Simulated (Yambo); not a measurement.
Here is a Yambo 5.3.0 calculation.

Contents of optics4.in:

```
optics
chi
Chimod= "HARTREE"
% BndsRnXd
 1 | 23 |
%
NGsBlkXd= 3 Ry
% LongDrXd
 1 | 0 | 0 |
%
% QpntsRXd
 1 | 1 |
%
% EnRngeXd
 0 | 20 | eV
%
% DmRngeXd
 0.05 | 0.05 | eV
%
ETStpsXd= 150
```

The input scf.in:

```
&CONTROL
  calculation = 'scf'
  prefix = 'pwscf'
  outdir = './tmp'
  pseudo_dir = './pseudo'
/
&SYSTEM
  ibrav = 0
  nat = 3
  ntyp = 2
  ecutwfc = 84
  nbnd = 14
  occupations = 'smearing'
  smearing = 'fd'
  degauss = 0.00367493
  force_symmorphic = .true.
/
&ELECTRONS
  conv_thr = 6d-10
  electron_maxstep = 120
  mixing_beta = 0.5
/
ATOMIC_SPECIES
Mg    24.3050 Mg.upf
B     10.8100 B.upf
CELL_PARAMETERS bohr
   5.8298050945    0.0000000000    0.0000000000
  -2.9149025472    5.0487593110    0.0000000000
   0.0000000000    0.0000000000    6.6575051371
ATOMIC_POSITIONS bohr
Mg     0.0000000000    0.0000000000    0.0000000000
B      2.9149025475    1.6829197702    3.3287525685
B     -0.0000000003    3.3658395408    3.3287525685
K_POINTS automatic
18 18 14 0 0 0
```

nscf.in

```
&CONTROL
  calculation = 'nscf'
  prefix = 'pwscf'
  outdir = './tmp'
  pseudo_dir = './pseudo'
/
&SYSTEM
  ibrav = 0
  nat = 3
  ntyp = 2
  ecutwfc = 84
  nbnd = 33
  occupations = 'smearing'
  smearing = 'fd'
  degauss = 0.00367493
  force_symmorphic = .true.
/
&ELECTRONS
  conv_thr = 1d-08
  diago_full_acc = .true.
  diago_thr_init = 1d-06
/
ATOMIC_SPECIES
Mg    24.3050 Mg.upf
B     10.8100 B.upf
CELL_PARAMETERS bohr
   5.8298050945    0.0000000000    0.0000000000
  -2.9149025472    5.0487593110    0.0000000000
   0.0000000000    0.0000000000    6.6575051371
ATOMIC_POSITIONS bohr
Mg     0.0000000000    0.0000000000    0.0000000000
B      2.9149025475    1.6829197702    3.3287525685
B     -0.0000000003    3.3658395408    3.3287525685
K_POINTS automatic
18 18 14 0 0 0
```

Potentials or basis: PseudoDojo 0.4.1 SR PBEsol standard.

Command:

```sh
$ OMP_NUM_THREADS=1 pw.x -in scf.in > scf.out
$ OMP_NUM_THREADS=1 pw.x -in nscf.in > nscf.out
$ cd tmp/pwscf.save; p2y; mv SAVE ../..; cd ../..
$ OMP_NUM_THREADS=1 yambo
$ OMP_NUM_THREADS=1 yambo -F optics4.in -J optics4 -C optics4_out
```

(1) Predict the band gap on the k mesh, mean-field level.

## Answers

(1) none (metal or under the smearing width).

Caveat: the ground state has no gap, which makes the many-body step unreliable.
